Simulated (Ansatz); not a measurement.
# Ni (sc type): how the settings move a single-point run

How sensitive is a single-point run of Ni (sc type) to its settings? A reference run comes first, then one run with altered input.

Computed with Ansatz 0.2.0 (reference: DFT, LDA, PAW with Ansatz's default frozen-core files, scalar-relativistic, unless a step's input says otherwise).

3 further runs of the same task are left out: 3 that didn't finish. Runs told in other sessions of the task aren't counted.

### Step 1. The starting structure

Symmetry: Pm-3m, No. 221, cubic system. Conventional cell: a = 1.795 Å, b = 1.795 Å, c = 1.795 Å, α = 90.00°, β = 90.00°, γ = 90.00°. Around Ni (site symmetry m-3m) lie 6 Ni at 1.79 Å.

Coordinates:

```xyz
1
Lattice="1.7946 0.0000 0.0000 0.0000 1.7946 0.0000 0.0000 0.0000 1.7946" Properties=species:S:1:pos:R:3 pbc="T T T"
Ni    0.0000    0.0000    0.0000
```

### Step 2. Baseline

Contents of input.yaml:

```yaml
crystal:
  lattice:
    - [1.7946288136, 0.0, 0.0]
    - [0.0, 1.7946288136, 0.0]
    - [0.0, 0.0, 1.7946288136]
  atoms:
    - { symbol: Ni, position: [0.0, 0.0, 0.0], spin: 1.0 }
magnetization:
  spin_polarized: true
kpoints:
  mp_grid: { grid: [19, 19, 19] }
  band_path:
    path:
      - [0.0, 0.0, 0.0]
      - [0.0, 0.5, 0.0]
      - [0.5, 0.5, 0.0]
      - [0.0, 0.0, 0.0]
      - [0.5, 0.5, 0.5]
      - [0.0, 0.5, 0.0]
      - [0.5, 0.5, 0.5]
      - [0.5, 0.5, 0.0]
    npoints: 8
scf:
  occupations: { method: fermi_dirac, width: 0.1 }
hamiltonian:
  xc: lda
  pseudopotentials: { kind: paw }
output:
  forces: true
  stress: true
  eigenvalues: true
  populations: true
  dos: { projected: true, de: 0.2, e_range: [-14, 8] }
```

On the command line:

```bash
ansatz run input.yaml --threads 1 --pin off --max-ram 3072MiB --backend cpu --events-out ev --progress --plain --runs-dir out
```

Excerpt of the output:

```text
[...]
Basis set: ecut = 420 eV, 93 PW (Γ)
[...]
Magnetic group: BNS 221.92 (UNI 1594), of the structure as read, at distance tolerance 1.8e-5 Å
k-points: 220 of 6859
[...]
SCF iter   1: F=—  HF=-5756.395098 eV  |F-HF|=—  |Δ(HF+E_count)|=         —  Δρ=2.19e-1 (↑2.19e-1 ↓1.37e-1)  dr2=3.36e-1  dr2_m=1.60e0  M=0.119 μB ∫|m|=0.119 μB  β_m=0.30  ethr=1.86e-3  ⟨swp⟩=1.0  Hψ=41703  notcnv=0
[...]
preconditioner: auto → none  [metal: Δε(μ)=0.019 eV  Ē_g=26.730 eV  σ=0.100 eV  W_gap=0.05  n_scr=0 (ndim 8)  ℏωp=48.8 eV  f_vac=0.000  D(μ)=0.95/eV (n_scr^D=18)]
SCF iter   2: F=—  HF=-5759.759329 eV  |F-HF|=—  |Δ(HF+E_count)|=    3.36e0  Δρ=1.67e-1 (↑9.40e-2 ↓1.67e-1)  dr2=1.64e-1  dr2_m=8.72e-1  M=0.090 μB ∫|m|=0.090 μB  β_m=0.51  ethr=1.86e-3  ⟨swp⟩=2.3  Hψ=8680  notcnv=0
[...]
SCF iter  10: F=—  HF=-5766.527885 eV  |F-HF|=—  |Δ(HF+E_count)|=   1.92e-8  Δρ=4.61e-7 (↑4.61e-7 ↓3.69e-7)  dr2=1.99e-11  dr2_m=1.70e-13  M=0.000 μB ∫|m|=0.000 μB  β_m=0.99  ethr=1.53e-11  ⟨swp⟩=2.1  Hψ=7838  notcnv=0  defer=135
SCF iter  11: F=-5766.527885 eV  HF=-5766.527885 eV  |F-HF|=9.09e-13  |Δ(HF+E_count)|=  2.33e-10  Δρ=8.41e-8 (↑5.86e-8 ↓8.41e-8)  dr2=5.22e-13  dr2_m=1.05e-14  M=-0.000 μB ∫|m|=0.000 μB  ethr=1.00e-12  ⟨swp⟩=3.4  Hψ=19937  notcnv=0
[...]
SCF converged after 11 iterations
Magnetization: -0.0000 μB (9.0000 up, 9.0000 down)
[...]
Free energy (F): -5766.527885 eV
[...]
E sigma→0 (E₀):  -5766.513505 eV
[...]
Fermi energy:    38.249529 eV
[...]
  P = ⅓ Tr σ = 641.8207 GPa (6418.207 kbar)
[...]
```

Wall time 5 s (1 thread of Arm Neoverse V2, shared host); peak memory 0.28 GiB.

### Step 3. Variant: chi_scale 0.1, dispersion d3bjatm, ecutwfc 36.7 Ry

Changes to input.yaml since step 2:

```diff
@@ -24,2 +24,3 @@
   occupations: { method: fermi_dirac, width: 0.1 }
+  initial_density: { chi_scale: 0.1 }
 hamiltonian:
@@ -27,2 +28,3 @@
   pseudopotentials: { kind: paw }
+  dispersion: d3bjatm
 output:
@@ -32,2 +34,3 @@
   populations: true
-  dos: { projected: true, de: 0.2, e_range: [-14, 8] }
+basis:
+  ecutwfc: "36.7 Ry"
```

On the command line:

```bash
ansatz run input.yaml --threads 1 --pin off --max-ram 3072MiB --backend cpu --events-out ev --progress --plain --runs-dir out
```

Standard output, cut to the lines that bear on the results:

```text
Warning: the engine holds no damping parameters fitted to this dispersion correction and functional, so the run takes those fitted to pbe (hamiltonian.dispersion, under Limitations)
[...]
Pseudopotentials: kind: paw
Pseudopotential: Ni, paw, valence charge 18, recommended cutoff 420 eV (normal)
Functional definition: SPW92
[...]
Crystal: 1 atoms, lattice volume = 5.780 Å³
Basis set: ecut = 499.3289376138798 eV, 147 PW (Γ)
Bands: 14, of which v1, the nominal top of the filled ones, is band 9 counted from 1 (8 counted from 0)
Symmetry: 48 space group operations
Space group: Pm-3m (ITA 221), of the structure as read, at distance tolerance 1.8e-5 Å
Magnetic group: BNS 221.92 (UNI 1594), of the structure as read, at distance tolerance 1.8e-5 Å
k-points: 220 of 6859
[...]
Starting moments: Σ|m| = 1 μB on 1 of 1 site
[...]
SCF iter   1: F=—  HF=-5756.819196 eV  |F-HF|=—  |Δ(HF+E_count)|=         —  Δρ=2.20e-1 (↑2.20e-1 ↓1.34e-1)  dr2=3.55e-1  dr2_m=1.59e0  M=0.123 μB ∫|m|=0.123 μB  β_m=0.30  ethr=1.97e-3  ⟨swp⟩=1.0  Hψ=42990  notcnv=0
[...]
SCF iter  10: F=-5767.238477 eV  HF=-5767.238477 eV  |F-HF|=4.27e-11  |Δ(HF+E_count)|=   1.81e-8  Δρ=7.15e-7 (↑5.23e-7 ↓7.15e-7)  dr2=3.43e-11  dr2_m=5.35e-13  M=-0.000 μB ∫|m|=0.000 μB  ethr=4.58e-11  ⟨swp⟩=5.1  Hψ=26573  notcnv=0
[...]
WARN: the starting moments were not kept: the SCF closed with an absolute magnetisation of 4.6e-7 μB, where they sum to 1 μB in size (1 site). That is at most 0.1 of that sum. Measured as dr2_m measures the in/out step, that magnetisation stands 6.9e-13 eV from none, at or under the [...]
NSCF: frozen V_eff on 57 k-points
SCF converged after 10 iterations
Magnetization: -0.0000 μB (9.0000 up, 9.0000 down)
Absolute magnetization: 0.0000 μB (∫|ρ↑−ρ↓|, with the PAW one-centre terms)
Spin contamination: 0.0000 ħ² per cell (⟨S²⟩ above its minimum at these occupations)
Per-site moments (μB) at R_I (Å): [(-4.354237813976203e-7, 0.74028438561)]
Free energy (F): -5767.238477 eV
[...]
E sigma→0 (E₀):  -5767.224094 eV
Entropy (-TS):   -0.028767 eV (-28.767 meV/atom)
Fermi energy:    38.247098 eV
[...]
--- Forces (eV/Å), atoms counted from 1 ---
  atom   1  Ni    -0.00000000    -0.00000000    -0.00000000
[...]
--- Stress (GPa, compression-positive) ---
      626.323324      -0.000000       0.000000
       -0.000000     626.323324       0.000000
        0.000000       0.000000     626.323324
  P = ⅓ Tr σ = 626.3233 GPa (6263.233 kbar)
--- Band table (eV; the first three rows and the last of 440) ---
  k-point 0 ↑: bands = ["-67.0161", "-26.2445", "-26.2445", "-26.2445", "24.0547", "28.4178", "28.4178", "38.4411", "38.4411", "38.4411", "68.4701", "68.4701", "68.4701", "74.6368"]
[...]
--- Löwdin populations: 1 site ---
  site symbol       q [e]    m [muB]
     0     Ni     17.8217    -0.0000
  spilling = 0.009908 (of n_electrons = 18.000000)
```

Run time: 8.5 s. Hardware: 1 thread of Arm Neoverse V2, shared host; peak memory 0.29 GiB.

The energy moves by -710.6 meV/atom, nearly all of it the dispersion term itself (-702.9 meV/atom); that offset belongs to the model and is no gain or loss of stability; the pressure goes from 641.8 to 626.3 GPa. The damping parameters are borrowed, as the log notes.

### Step 4. Side by side

| run | ending | energy change | pressure (GPa) | gap (eV) | force (eV/Å) | cycles | time |
| --- | --- | --- | --- | --- | --- | --- | --- |
| reference | converged | 0 | 641.8 | 0.00 | 0.00 | 11 | 5 s |
| 1: chi_scale 0.1, dispersion d3bjatm, ecutwfc 36.7 Ry | converged | -710.6 meV/atom (dispersion and other settings together) | 626.3 | 0.00 | 0.00 | 10 | 8.5 s |

Times don't compare one to one where runs were asked for different outputs or read a saved state (see the inputs); cycles may leave out searches for a lower state.

Residual by cycle in the longest SCF loop of each run; runs are numbered as in the table. The quantity is the density residual dr2, in eV.

| cycle | reference | run 1 |
| --- | --- | --- |
| 1 | 0.336 | 0.355 |
| 2 | 0.164 | 0.159 |
| 3 | 0.00661 | 0.00597 |
| 4 | 0.0504 | 0.0693 |
| 5 | 0.0081 | 0.00944 |
| 6 | 1.6e-6 | 7.3e-7 |
| 7 | 6.7e-8 | 5.0e-8 |
| 8 | 8.3e-7 | 3.6e-7 |
| 9 | 2.7e-9 | 8.2e-9 |
| 10 | 2.0e-11 | 3.4e-11 |
| 11 | 5.2e-13 | - |

**Reading.** The energy moves by -710.6 meV/atom, nearly all of it the dispersion term itself (-702.9 meV/atom); that offset belongs to the model and is no gain or loss of stability; the pressure goes from 641.8 to 626.3 GPa. The damping parameters are borrowed, as the log notes. The structure is not at rest: the sound run finds 642 GPa, so these are no properties of the relaxed crystal. 
